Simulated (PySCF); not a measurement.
# H2LuS2 (Lu(SH)2+): the cost of one run

Program: PySCF 2.14.0. Level of theory: PBE0, Lu lcecp-1-SVP with ECP60, S def2-SVP, H def2-SVP; scalar-relativistic core potentials, no spin–orbit coupling. These are calculated values, not measurements.

1 further run of the same task is left out (for a known fault of the program).

## (1) The starting structure

5 atoms, charge 1, spin multiplicity 1.

Bond lengths: Lu1–S2 2.646 Å, Lu1–S4 2.646 Å, S2–H3 1.341 Å, S4–H5 1.341 Å. Angles: S2–Lu1–S4 131.8°, Lu1–S2–H3 104.2°, Lu1–S4–H5 104.2°.

Geometry (Å):

| atom | x (Å) | y (Å) | z (Å) |
| --- | --- | --- | --- |
| Lu1 | 0.0000 | 0.0000 | 0.0000 |
| S2 | 2.4149 | 0.0000 | 1.0808 |
| H3 | 3.2291 | -0.3365 | 0.0694 |
| S4 | -2.4149 | 0.0000 | 1.0808 |
| H5 | -3.2291 | 0.3365 | 0.0694 |

Formal oxidation states: Lu +3. Each metal's 14 4f electrons lie in its core potential, so multiplicities, spins and levels count the valence alone.

## (2) SCF at the start, singlet

run.py (the lines that set the calculation)

```python
mol = gto.M(atom='''
Lu     0.00000     0.00000     0.00000
S      2.41490     0.00000     1.08080
H      3.22910    -0.33650     0.06940
S     -2.41490     0.00000     1.08080
H     -3.22910     0.33650     0.06940''',
    basis={'Lu': 'lcecp-1-SVP', 'S': 'def2-SVP', 'H': 'def2-SVP'},
    ecp={'Lu': 'lcecp-1-SVP'},
    charge=1, spin=0)
mf = dft.RKS(mol, xc='PBE0')
mf.grids.atom_grid = (50, 194)  # f atoms: unpruned, at least (60, 302)
mf = mf.density_fit()  # fitting sets: Lu AutoAux, S def2-universal-JKFIT, H def2-universal-JKFIT
mf.conv_tol = 1e-08; mf.max_cycle = 55
mf.kernel(dm0)  # dm0: free metal ions and neutral atoms
```

Command:

```
OMP_NUM_THREADS=2 python run.py
```

What time and memory should one allow on 2 threads of Arm Neoverse V2, shared host?

About 2.2 s, with a peak of 0.41 GiB.
